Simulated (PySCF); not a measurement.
# CH5BF3N: the cost of one run

Computed with PySCF 2.14.0, with density-fitted response routines of our own, on a single molecule in the gas phase. Atoms are numbered from 0 throughout.

## (1) The starting structure

11 atoms, charge 0, multiplicity 1; geometry from: GFN2-xTB. The atoms were then displaced at random by about 0.01 Å, so the start is not that level's minimum.

Bonds of the start (Å): N0–B1 1.59, B1–C2 1.62, C2–F3 1.39, C2–F4 1.37, C2–F5 1.37, N0–H6 1.01, N0–H7 1.05, N0–H8 1.01, B1–H9 1.18, B1–H10 1.17.

## (2) Relaxing the molecule at PBE0-D3(BJ)/def2-SVP

Job settings and geometry (Å):

```
{"job": {"xc": "PBE0", "basis": "def2-SVP", "d3": "d3bj", "grid": 1, "shake": 0.01, "kind": "geom"}, "charge": 0, "multiplicity": 1}
N     -1.281480     0.092350    -0.127000
B      0.089280    -0.632500    -0.492490
C      1.144700     0.235660     0.380440
F      2.485740    -0.126600     0.305750
F      1.136500     1.564740     0.058290
F      0.857570     0.241050     1.724160
H     -1.438790     0.063870     0.875010
H     -1.211840     1.100620    -0.410980
H     -2.077620    -0.316660    -0.599130
H      0.037200    -1.744710    -0.093140
H      0.296870    -0.503640    -1.636570
```

Command:

```sh
> OMP_NUM_THREADS=1 python probes_run.py task.json out
```

The driver reads the jobs from task.json and runs them one after another.

Q: Estimate the wall time and peak memory of this first job on 1 thread of Arm Neoverse V1, shared host.

About 26 s, with a peak of 0.45 GiB.
